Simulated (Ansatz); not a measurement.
From input file to script: Li₂CrFeAs₂, space group P-4m2 in Ansatz 0.2.0.

```yaml
crystal:
  lattice:
    a: 3.92706
    b: 3.92706
    c: 6.13137
    alpha: 90.0
    beta: 90.0
    gamma: 90.0
  space_group: 115
  setting:
    hermann_mauguin: P-4m2
  atoms:
    - { symbol: Li, position: [0.5, 0.5, 0.0] }
    - { symbol: Li, position: [0.0, 0.0, 0.0] }
    - { symbol: Cr, position: [0.5, 0.5, 0.5] }
    - { symbol: Fe, position: [0.0, 0.0, 0.5] }
    - { symbol: As, position: [0.5, 0.0, 0.272322] }
accuracy: medium
basis:
  ecutwfc: 326.536634951856
kpoints:
  mp_grid:
    grid: [6, 6, 4]
    shift: [0.5, 0.5, 0.5]
hamiltonian:
  xc: lda
magnetization:
  spin_polarized: true
  per_species:
    Cr: 3.9
    Fe: 4.5
scf:
  n_extra_bands: 18
  occupations:
    method: gaussian
    width: 0.02
  eigensolver:
    kind: auto
    full_accuracy: true
output:
  dos:
    de: 0.05
    projected: true
```

Script `pdos_li2crfeas2.py`:
```python
import logging
import sys
import warnings

import ansatz as az
import numpy as np

logging.basicConfig(stream=sys.stdout, format="%(levelname)s:%(name)s:%(message)s")
logger = logging.getLogger("calc")
logger.setLevel(logging.INFO)

SETTINGS = {
    "xc": "lda",
    "kmesh": (6, 6, 4),
    "filling": "gaussian",
    "n_empty": 18,
}


def main() -> None:
    warnings.simplefilter("ignore", az.DeckWarning)

    crystal = (
        az.Lattice.from_parameters(3.92706, 3.92706, 6.13137, alpha=90, beta=90, gamma=90)
        .space_group(115, hermann_mauguin="P-4m2")
        .atom("Li", (0.5, 0.5, 0.0))
        .atom("Li", (0.0, 0.0, 0.0))
        .atom("Cr", (0.5, 0.5, 0.5))
        .atom("Fe", (0.0, 0.0, 0.5))
        .atom("As", (0.5, 0.0, 0.272322))
        .moments(Cr=3.9, Fe=4.5)
    )

    calculation = crystal.calculation()
    calculation = calculation.functional(SETTINGS["xc"])
    calculation = calculation.basis(24 * az.Ry)
    calculation = calculation.accuracy("medium")
    calculation = calculation.kpoints(mesh=SETTINGS["kmesh"], shift=0.5)
    calculation = calculation.occupations(SETTINGS["filling"], width=20 * az.meV).spin("collinear")
    calculation = calculation.eigensolver("auto", full_accuracy=True)
    calculation = calculation.scf(extra_bands=SETTINGS["n_empty"]).density_of_states(projected=True, energy_step=0.05)
    with warnings.catch_warnings(record=True) as caught:
        warnings.simplefilter("always")
        outcome = calculation.run(threads=1)
    print("warnings raised:", sorted(w.category.__name__ for w in caught) or "none")
    summary = outcome.report

    dos = outcome.density_of_states()
    energy = np.asarray(dos.energies_ev) - dos.fermi_ev
    curves = {}
    for site in outcome.projected_density_of_states().sites:
        for shell in site.shells:
            weight = sum(np.sum(curve.g_bin_mean_per_ev, axis=0) for curve in shell.curves)
            name = f"{site.species} {shell.label}"
            curves[name] = curves.get(name, 0) + weight

    logger.info("E-EF   " + " ".join(f"{name:>8s}" for name in curves))
    for e in np.arange(-6, 4 + 0.1, 0.5):
        logger.info(f"{e:5.1f}  " + " ".join(f"{np.interp(e, energy, g):8.3f}" for g in curves.values()))


if __name__ == "__main__":
    main()
```

`python pdos_li2crfeas2.py` gives:
```text
warnings raised: ['DeckWarning', 'DeckWarning', 'RunWarning']
INFO:calc:E-EF      Li 1S    Li 2S    Cr 3S    Cr 4S    Cr 3P    Cr 3D    Fe 3S    Fe 4S    Fe 3P    Fe 3D    As 4S    As 4P    As 3D
INFO:calc: -6.0     0.000    0.000    0.000    0.000    0.000    0.000    0.000    0.000    0.000    0.000    0.000    0.000    0.000
INFO:calc: -5.5     0.000    0.000    0.000    0.000    0.000    0.000    0.000    0.000    0.000    0.000    0.000    0.000    0.000
INFO:calc: -5.0     0.024    0.177    0.002    0.086    0.008    0.460    0.018    0.471    0.003    0.198    0.083    2.234    0.001
INFO:calc: -4.5     0.019    0.155    0.002    0.108    0.005    0.180    0.001    0.026    0.003    0.273    0.041    1.147    0.000
INFO:calc: -4.0     0.003    0.023    0.000    0.011    0.001    0.184    0.001    0.011    0.001    0.159    0.024    0.350    0.000
INFO:calc: -3.5     0.006    0.096    0.000    0.035    0.010    0.833    0.000    0.025    0.007    2.032    0.032    2.842    0.001
INFO:calc: -3.0     0.001    0.013    0.000    0.014    0.014    1.020    0.000    0.014    0.005    0.675    0.017    2.317    0.001
INFO:calc: -2.5     0.001    0.004    0.000    0.008    0.006    0.373    0.000    0.008    0.005    0.333    0.010    1.295    0.000
INFO:calc: -2.0     0.001    0.037    0.000    0.010    0.003    0.754    0.000    0.011    0.002    3.200    0.026    0.608    0.001
INFO:calc: -1.5     0.002    0.050    0.000    0.006    0.003    2.085    0.000    0.023    0.002    2.407    0.070    0.616    0.001
INFO:calc: -1.0     0.002    0.067    0.000    0.029    0.002    2.237    0.000    0.014    0.002    1.561    0.053    0.827    0.001
INFO:calc: -0.5     0.002    0.041    0.000    0.005    0.002    2.006    0.000    0.009    0.002    1.751    0.030    0.661    0.001
INFO:calc:  0.0     0.001    0.016    0.000    0.008    0.001    1.018    0.000    0.012    0.000    2.519    0.013    0.166    0.001
INFO:calc:  0.5     0.001    0.087    0.000    0.021    0.001    2.367    0.000    0.024    0.001    0.930    0.020    0.317    0.002
INFO:calc:  1.0     0.005    0.153    0.000    0.053    0.002    1.087    0.001    0.049    0.001    1.528    0.103    0.707    0.001
INFO:calc:  1.5     0.003    0.117    0.000    0.027    0.002    2.076    0.001    0.044    0.001    1.370    0.088    1.082    0.001
INFO:calc:  2.0     0.004    0.155    0.000    0.029    0.003    2.177    0.001    0.043    0.001    0.957    0.111    1.795    0.001
INFO:calc:  2.5     0.001    0.082    0.000    0.007    0.003    1.333    0.001    0.030    0.000    0.080    0.068    0.806    0.000
INFO:calc:  3.0     0.000    0.015    0.000    0.001    0.000    0.002    0.000    0.000    0.000    0.008    0.004    0.003    0.000
INFO:calc:  3.5     0.004    0.266    0.000    0.072    0.001    0.089    0.001    0.105    0.000    0.071    0.137    0.144    0.000
INFO:calc:  4.0     0.005    0.519    0.000    0.107    0.001    0.094    0.001    0.115    0.001    0.059    0.183    0.193    0.000
```

Notes:
- These settings explore the input space; cutoff and mesh may be short of convergence.
- The cutoff lies under the one recommended for these potentials.
- The SCF didn't keep the moments it started from (some shrank, vanished or turned); what is printed is the state reached.
- The mesh is modest for a metal, so energies can be off by several to tens of meV an atom and pressures by half a GPa or more; differences at equal mesh fare better.
- The structure comes from a database of computed cells and needn't be a stable or known phase.
- Curves are summed over the cell's atoms. Only shells that the potentials hold have channels, so projections don't add up to the total, least of all where a shell is missing (p of most metals); heights and places of peaks move with the mesh.
- The density of states is complete only as far up as bands were computed.
- The script silences the warnings on its input, which a real study should read.
- Hardware and time: 58 s on 1 thread of Arm Neoverse V2, with other jobs on the host, peak memory 0.46 GiB.

(Lines on the test bed's own set-up are left out of the output.)
